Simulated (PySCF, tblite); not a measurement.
# C₃H₁₃BO₂Si₃: geometry, infrared bands and NMR shifts

Aim: predict the infrared bands and NMR shifts of C₃H₁₃BO₂Si₃ (`C[C@@H]1C[SiH2]O[Si@@H]1BO[SiH3]`).

Programs: tblite 0.8.0 and PySCF 2.14.0, with density-fitted response routines of our own. Each step states its level of theory. These are calculated values for one molecule in the gas phase, unless marked as measured. Atoms count from 0, in the outputs and in this text.

## Step 1: The molecule as given

22 atoms, charge 0, multiplicity 1; geometry from: force field or distance geometry start.

Bonds of the start (Å): C0–C1 1.46, C1–C2 1.52, C2–Si3 1.87, Si3–O4 1.71, O4–Si5 1.73, Si5–B6 1.96, B6–O7 1.47, O7–Si8 1.69, Si5–C1 1.84, C0–H9 1.14, C0–H10 1.10, C0–H11 1.12, C1–H12 1.13, C2–H13 1.10, C2–H14 1.10, Si3–H15 1.47, Si3–H16 1.47, Si5–H17 1.46, B6–H18 1.20, Si8–H19 1.47, Si8–H20 1.48, Si8–H21 1.46.

## Step 2: Relaxing the molecule with GFN2-xTB

The job: settings as JSON, then the geometry in Å.

```
{"job": {"kind": "relax", "xc": "GFN2-xTB", "basis": "xTB"}, "charge": 0, "multiplicity": 1}
C     -2.635800     1.010000    -0.760300
C     -1.839900    -0.052000    -0.151500
C     -1.254000     0.254500     1.218300
Si    -0.133000    -1.215500     1.465600
O      0.112400    -1.934600    -0.064900
Si    -0.327800    -0.591100    -1.059300
B      1.170000     0.656100    -0.890900
O      2.443500     0.182100    -1.449000
Si     3.601800    -0.190900    -0.271600
H     -3.456200     1.286000    -0.015800
H     -2.111700     1.933100    -1.042100
H     -3.214600     0.568400    -1.611100
H     -2.497100    -0.957800     0.031700
H     -0.690300     1.190100     1.119000
H     -2.008100     0.307400     2.014000
H      1.161300    -0.689500     1.912200
H     -0.702700    -2.166200     2.436300
H     -0.566500    -0.975100    -2.443900
H      0.998300     1.833300    -0.741900
H      4.930200    -0.348400    -0.884300
H      3.713200     0.918700     0.701000
H      3.296500    -1.400300     0.487700
```

Command:

```
OMP_NUM_THREADS=1 python probes_run.py task.json out
```

The driver reads the jobs from task.json and runs them one after another.

**Question.** This job is followed by: GFN2-xTB harmonic vibrations, gas phase; GIAO PBE0/pcSseg-1 NMR shielding, non-relativistic, gas phase. Predict these results of the whole session: strongest single infrared mode (GFN2-xTB); zero-point energy (GFN2-xTB); 13C shifts against TMS (PBE0/pcSseg-1); 1H shifts against TMS (PBE0/pcSseg-1, means over atoms taken as alike); 29Si shifts against TMS (PBE0/pcSseg-1); 17O shifts against H2O (PBE0/pcSseg-1); 11B shifts against BF3·OEt2 (PBE0/pcSseg-1).

The runs gave:

```
                                                              quantity                                                     value
                             strongest single infrared mode (GFN2-xTB)                                     2252 cm⁻¹, 465 km/mol
                                          zero-point energy (GFN2-xTB)                                             96.3 kcal/mol
                                13C shifts against TMS (PBE0/pcSseg-1)                                      25.8, 23.5, 22.3 ppm
1H shifts against TMS (PBE0/pcSseg-1, means over atoms taken as alike)  6.49, 5.53, 5.33, 5.28, 5.05, 1.76, 1.35, 1.25, 0.69 ppm
                               29Si shifts against TMS (PBE0/pcSseg-1)                                     -2.4, -5.0, -39.2 ppm
                                17O shifts against H2O (PBE0/pcSseg-1)                                           236.3, 33.0 ppm
                           11B shifts against BF3·OEt2 (PBE0/pcSseg-1)                                                  62.3 ppm
```

What this shows: Over 178 steps the energy fell by 1.940 eV; of the close pairs, B6–O7 changed most, 1.469 to 1.315 Å. No mode is imaginary among the 60: a minimum at this level. The strongest single mode, at 2252 cm⁻¹, moves mainly H19. Unscaled tight-binding wavenumbers are off by several per cent, some by more. Its intensities can rank the bands wrongly. At PBE0/pcSseg-1: The largest span, 607 ppm, is at O7, where the paramagnetic term is -295 ppm.
